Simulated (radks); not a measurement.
# Pr⁵⁶⁺ in 1s1.5 2s1.5: an all-electron calculation

One table from this session's results is given with a row withheld; the runs are named, their logs left out.

The numbers are computed with radks (a radial shooting solver on a logarithmic mesh, Libxc functionals) version 1 (scalar-relativistic Kohn-Sham, BLYP, spin-polarised, spherical densities, finite nucleus; open shells are filled with parallel spins first), except any that are marked as measured or tabulated.

### The atom as given

```
element            : praseodymium (Z = 59)
charge             : +56
electrons          : 3
configuration      : 1s1.5 2s1.5
nuclear rms radius : 4.8919 fm
```

Set-up of the first run:

Input:

```text
Z 59
configuration 1s1.5 2s1.5 2p0 3s0 3d0
relativity scalar-relativistic
functional b88,lyp
spin polarised
nucleus finite rms 4.8919 fm
c 137.035999084
```

The run is started by

```
python run_ks.py task.json out
```

The same process makes all the runs of this session.

One table of the session follows, with a row left open; its other results are not shown here.

It belongs to the step «Radial structure». From the orbitals of this run (lengths in bohr):

| level | <r> | outermost maximum (interpolated) | 90 % within | nodes |
| --- | --- | --- | --- | --- |
| 1s up | 0.02390 | 0.0153 | 0.0431 | 0 |
| 1s down | 0.02392 | 0.0154 | 0.0431 | 0 |
| 2s up | 0.09692 | 0.0838 | 0.149 | 1 |
| 2s down | 0.09705 | 0.0839 | 0.149 | 1 |
| 2p up | 0.08375 | 0.0664 | 0.135 | 0 |
| 2p down | 0.08387 | 0.0665 | 0.135 | 0 |
| 3s up | 0.2261 | 0.216 | 0.328 | 2 |
| 3s down | 0.2267 | 0.217 | 0.329 | 2 |
| 3d up | ? | ? | ? | ? |
| 3d down | 0.1843 | 0.156 | 0.280 | 0 |

Q: Estimate the row for 3d up from the others.

The run gave: <r>: 0.1837; outermost maximum (interpolated): 0.156; 90 % within: 0.279; nodes: 0. In the column «<r>» it lies between 2s down (0.09705) and 3d down (0.1843).
